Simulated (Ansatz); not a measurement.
# CH₂BrSi+: an energy map over bond length Si1–H4 and angle H4–Si1–Br3

Aim: map the energy of CH₂BrSi, SMILES [SiH+]=CBr, charge +1 over two coordinates, and find its wells, ridges and stiffness.

Program: Ansatz 0.2.0. Level of theory: RKS SPW92 (LDA)/def2-TZVP. These are calculated values, not measurements.

## (1) The starting structure

5 atoms, charge 1, spin multiplicity 1.

Atoms are counted from 1 here; the program's logs count them from 0.

Bond lengths: Si1–C2 1.844 Å, Si1–H4 1.532 Å, C2–Br3 1.823 Å, C2–H5 1.114 Å. Angles: C2–Si1–H4 95.6°, Si1–C2–Br3 120.2°, Si1–C2–H5 124.6°, Br3–C2–H5 113.6°.

Coordinates:

```
Si   -0.6728    1.1954   -0.3393
C     0.2748   -0.1962    0.4136
Br    1.8899   -0.6847   -0.2761
H    -1.5638    0.3128   -1.2183
H     0.0720   -0.6273    1.4201
```

This geometry comes from a loose relaxation at PBE in a small basis, which is not shown.

## (3) Plan of the scan

- bond length Si1–H4: 15 values from 1.340 to 1.904 Å
- angle H4–Si1–Br3: 15 values from 69.9 to 119.9 °

Nothing else is relaxed (all other coordinates rigid). Energies count from the relaxed molecule at the same level.

(The set-up runs are not shown.)

## (4) Grid point bond length Si1–H4 = 1.542 Å, angle H4–Si1–Br3 = 94.9°

File input.yaml:

```yaml
crystal:
  periodic: [false, false, false]
  atoms:
    - { symbol: Si, position_ang: [-0.502203, 1.153708, -0.396987] }
    - { symbol: C, position_ang: [0.144098, -0.199369, 0.566396] }
    - { symbol: Br, position_ang: [1.640442, -0.517397, -0.454755] }
    - { symbol: H, position_ang: [-1.396494, 0.251506, -1.27108] }
    - { symbol: H, position_ang: [0.102357, -0.698553, 1.545908] }
total_charge: 1
basis:
  gaussian: { orbitals: def2-TZVP }
hamiltonian:
  xc: lda
output:
  forces: true
```

On the command line:

```bash
$ ansatz run input.yaml --threads 1 --pin off --max-ram 2560MiB --backend cpu --events-out ev --progress --plain --runs-dir out
```

Further runs follow: all other points of the grid.

Q: Predict the outcome of this session. Wanted: lowest point; highest computed point; largest force on an atom.

**Answer**, as computed:

```
                       quantity                                                                                                                                                       value
                   lowest point                                                                                         bond length Si1–H4 = 1.542 Å, angle H4–Si1–Br3 = 94.9°, 0.24 kJ/mol
         highest computed point                                                                       bond length Si1–H4 = 1.904 Å, angle H4–Si1–Br3 = 119.9°, 75.9 kJ/mol above the lowest
largest force on an atom (eV/Å)  0.26 at bond length Si1–H4 = 1.542 Å, angle H4–Si1–Br3 = 94.9° to 4.50 at bond length Si1–H4 = 1.340 Å, angle H4–Si1–Br3 = 69.9°; 0.26 at the lowest point
        time for the whole task                                                                                                                            8.9 min on 1 thread, shared host
```

What this shows: The lowest computed point is at bond length Si1–H4 = 1.542 Å, angle H4–Si1–Br3 = 94.9°, 0.24 kJ/mol from the relaxed molecule at the same level. The grid is coarse, so the true minimum lies between grid points and may sit elsewhere than the lowest one. It is the only kind of minimum in the scanned range. The highest computed point, bond length Si1–H4 = 1.904 Å, angle H4–Si1–Br3 = 119.9°, lies 75.9 kJ/mol above the lowest. Round the minimum the two coordinates are nearly uncoupled.
